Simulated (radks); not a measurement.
# Ir²⁺ in [Kr] 4d10 4f14 5s2 5p5 5d8: an all-electron calculation

The task here is to estimate one member of a computed series from the others.

The numbers are computed with radks (a radial shooting solver on a logarithmic mesh, Libxc functionals) version 1 (scalar-relativistic Kohn-Sham, LDA (Slater exchange, Perdew-Zunger correlation), spin-unpolarised, spherical densities, finite nucleus), except any that are marked as measured or tabulated.

## The system

| Item | Value |
| --- | --- |
| element | iridium (Z = 77) |
| charge | +2 |
| electrons | 75 |
| configuration | [Kr] 4d10 4f14 5s2 5p5 5d8 |
| nuclear rms radius | 5.4032 fm |

Outer shells as boxes (Hund's rule):

Ir²⁺
```
[Kr] core
4d [↑↓][↑↓][↑↓][↑↓][↑↓]
4f [↑↓][↑↓][↑↓][↑↓][↑↓][↑↓][↑↓]
5s [↑↓]
5p [↑↓][↑↓][↑ ]
5d [↑↓][↑↓][↑↓][↑ ][↑ ]
```

Set-up of the first run:

Input:

```text
Z 77
configuration [Kr] 4d10 4f14 5s2 5p5 5d8 6s0 6p0
relativity scalar-relativistic
functional lda,pz
spin unpolarised
nucleus finite rms 5.4032 fm
c 137.035999084
```

Among the steps run: Self-consistent calculation.

One table of the session follows, with a row left open; its other results are not shown here.

It belongs to the step «Orbitals and density». Sizes of the orbitals, from the radial functions (bohr):

```
level      <r>  outermost maximum (interpolated)  90 % within  nodes
   1s  0.01745                            0.0108       0.0318      0
   2s  0.07366                            0.0624        0.114      1
   2p  0.06626                            0.0514        0.108      0
   3s   0.1906                             0.176        0.280      2
   3p   0.1914                             0.175        0.286      1
   3d   0.1733                             0.142        0.269      0
   4s   0.4236                             0.397        0.608      3
   4p   0.4508                             0.418        0.654      2
   4d   0.4785                             0.426        0.715      1
   5s        ?                                 ?            ?      ?
   4f   0.5340                             0.394        0.866      0
   5p    1.125                             0.999         1.64      3
   5d    1.595                              1.28         2.45      2
   6s    2.511                              2.23         3.61      5
   6p    3.149                              2.78         4.56      4
```

Q: Estimate the row for 5s from the others.

The run gave: <r>: 0.9737; outermost maximum (interpolated): 0.888; 90 % within: 1.39; nodes: 4. In the column «<r>» it lies between 4f (0.5340) and 5p (1.125).
